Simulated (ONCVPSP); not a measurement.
# Se: generating and testing an ONCV potential

Task: generate the file, and judge it by its errors in other configurations, its logarithmic derivatives, its ghosts and its cutoff.

The numbers are computed with ONCVPSP 4.0.1.1 (patched build) (PBE, scalar-relativistic, spin-unpolarised reference atom).

### 1 Starting point

Typed settings, in words:

- element: selenium (Se, Z = 34)
- type: optimised norm-conserving Vanderbilt (ONCV)
- frozen core: [Ar]
- valence charge: 16
- reference configuration: 3d10 4s2 4p4
- partial waves: 4s: rc 1.30 bohr, ncon 4, nbas 7, qcut 3.8 1/bohr, 2 projectors, debl 2 Ha; 4p: rc 1.45 bohr, ncon 5, nbas 8, qcut 5 1/bohr, 2 projectors, debl 2.5 Ha; 3d: rc 0.90 bohr, ncon 5, nbas 10, qcut 14.8 1/bohr, 2 projectors, debl 3.2 Ha; f scattering state at 0.09 Ha: rc 1.30 bohr, ncon 4, nbas 8, qcut 9 1/bohr, 3 projectors, debl 2.5 Ha
- local potential: polynomial inside 0.60 bohr (lpopt 5, dvloc0 0 Ha)
- core correction: not asked for

An earlier all-electron run gives the scale for the radii.

All-electron outer shells of the reference configuration (PBE, scalar-relativistic, ld1.x):

```json
{"shell": "3s", "level (eV)": "-213.51", "outermost node (bohr)": "0.24", "outermost maximum (bohr)": "0.50"}
{"shell": "3p", "level (eV)": "-152.98", "outermost node (bohr)": "0.21", "outermost maximum (bohr)": "0.50"}
{"shell": "3d", "level (eV)": "-53.12", "outermost node (bohr)": "–", "outermost maximum (bohr)": "0.45"}
{"shell": "4s", "level (eV)": "-17.29", "outermost node (bohr)": "0.70", "outermost maximum (bohr)": "1.51"}
{"shell": "4p", "level (eV)": "-6.51", "outermost node (bohr)": "0.74", "outermost maximum (bohr)": "1.82"}
```

### 2 Generation

Se.dat reads:

```
# ATOM AND REFERENCE CONFIGURATION
# atsym  z   nc   nv     iexc    psfile
  Se 34.00    5    3        4      upf
#
#   n    l    f
    1    0    2.00
    2    0    2.00
    2    1    6.00
    3    0    2.00
    3    1    6.00
    3    2   10.00
    4    0    2.00
    4    1    4.00
#
# PSEUDOPOTENTIAL AND OPTIMIZATION
# lmax
    3
#
#   l,   rc,      ep,       ncon, nbas, qcut
    0    1.30    0.00    4    7    3.80
    1    1.45    0.00    5    8    5.00
    2    0.90    0.00    5   10   14.80
    3    1.30    0.09    4    8    9.00
#
# LOCAL POTENTIAL
# lloc, lpopt,  rc(5),   dvloc0
    4    5    0.60    0.00
#
# VANDERBILT-KLEINMAN-BYLANDER PROJECTORs
# l, nproj, debl
    0    2    2.00
    1    2    2.50
    2    2    3.20
    3    3    2.50
#
# MODEL CORE CHARGE
# icmod, fcfact, rcfact
    0    0.00    0.00
#
# LOG DERIVATIVE ANALYSIS
# epsh1, epsh2, depsh
   -3.00    5.00    0.02
#
# OUTPUT GRID
# rlmax, drl
    6.00    0.01
#
# TEST CONFIGURATIONS
# ncnf
    4
# nvcnf
#   n    l    f
    3
    3    2   10.00
    4    0    2.00
    4    1    3.00
#
    3
    3    2   10.00
    4    0    2.00
    4    1    2.00
#
    3
    3    2   10.00
    4    0    2.00
    4    1    1.00
#
    3
    3    2   10.00
    4    0    2.00
    4    1    0.00
#
```

Launch:

```bash
$ oncvpsp.x < Se.dat > Se.out
```

What does the calculation give? Wanted: cutoffs for 1 and 0.1 mHa per electron, occupied waves; bound ghosts; GHOST(+) flags; largest test error; largest phase difference near zero energy, channels read.

**Answer**, as computed:

```
                                                quantity                                   value
  cutoffs for 1 and 0.1 mHa per electron, occupied waves                       151 Ha and 443 Ha
                                            bound ghosts                         s at -188.89 eV
                                          GHOST(+) flags  p at 30 eV, p at 1494 eV, p at 3050 eV
                            largest test error (AE − PS)               +15 meV, for 3d10 4s2 4p0
largest phase difference near zero energy, channels read                               0.003 rad
```

In words: A bound ghost (s) makes it unfit for use: electrons can fall into a state that the atom doesn't have. By total energies transferability is good: the largest error is 15 meV on 104.2 eV, for 3d10 4s2 4p0. Atomic tests can pass in spite of a ghost, since they solve only for the levels asked. By its cutoff, 151 Ha for the looser tolerance, it is very hard. The tighter tolerance needs 443 Ha, and converged work needs a cutoff nearer that. At the looser tolerance the 3d wave is the slowest; 4p needs 66 Ha. Near zero energy the phases of the channels with partial waves agree within 0.003 rad. The program also flags highly localised states, GHOST(+) (p). All of this concerns the isolated atom, not yet a solid.
